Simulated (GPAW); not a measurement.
Input of a GPAW 26.7.0 run:

File run.py:

```python
from ase import Atoms
from ase.eos import EquationOfState
from ase.io import Trajectory
from ase.units import GPa
from gpaw import GPAW, PW

atoms = Atoms(['Pt', 'Pt', 'Mo', 'Mo'],
              cell=[[4.47661493, 0.0, 0.0],
                    [0.0, 2.73373498, 0.0],
                    [0.0, 0.0, 4.9584025]],
              scaled_positions=[[0.75, 0.5, 0.33727105],
                                [0.25, 0.5, 0.66272895],
                                [0.75, 0.0, 0.83824963],
                                [0.25, 0.0, 0.16175037]],
              pbc=True)

traj = Trajectory('eos.traj', 'w')
volumes, energies = [], []
for x in [0.94, 0.96, 0.98, 1.0, 1.02, 1.04, 1.06]:
    a = atoms.copy()
    a.set_cell(atoms.cell * x**(1 / 3), scale_atoms=True)
    calc = GPAW(mode=PW(600),
                xc='LDA',
                kpts={'size': (4, 6, 4), 'gamma': True},
                occupations={'name': 'fermi-dirac', 'width': 0.05},
                nbands=52,
                convergence={'density': 1e-05, 'energy': 1e-05},
                maxiter=150,
                txt=f'eos-{x:.2f}.txt')
    a.calc = calc
    energies.append(a.get_potential_energy(force_consistent=True))
    volumes.append(a.get_volume())
    p = -a.get_stress()[:3].mean() / GPa
    calc.write(f'eos-{x:.2f}.gpw')
    traj.write(a)
    print(f'{x:.2f} {volumes[-1]:10.4f} A^3 {energies[-1]:14.6f} eV {p:9.3f} GPa', flush=True)

v0, e0, B = EquationOfState(volumes, energies, eos='birchmurnaghan').fit()
print(f'V0 = {v0:.4f} A^3, E0 = {e0:.6f} eV, B0 = {B / GPa:.2f} GPa')
```

Potentials or basis: the program's PAW data sets (release 1.2.1) made for this functional, pw.

Run with:

```sh
$ OMP_NUM_THREADS=1 python run.py
```

Question: Predict the pressure derivative of the bulk modulus.

Answer: 4.8.

Question: Predict the equilibrium volume.

Answer: 14.55 Å³/atom.

Question: Estimate the bulk modulus at fixed shape and positions.

Answer: 316 GPa.

Energy against volume, from the lowest point:
| volume (Å³/atom) | energy (meV/atom) |
| --- | --- |
| 14.260 | 5.80 |
| 14.563 | 0.00 |
| 14.867 | 6.62 |
| 15.170 | 24.24 |
| 15.473 | 51.64 |
| 15.777 | 87.66 |
| 16.080 | 131.31 |

Caveat: the k mesh is coarse (spacing up to 0.38 Å⁻¹), so the values aren't converged; the cell was scaled at fixed shape and fractional positions, which overstates the stiffness of a crystal with free parameters, most of all of layers and chains. Spin-orbit coupling is left out, which matters for the levels of Pt.
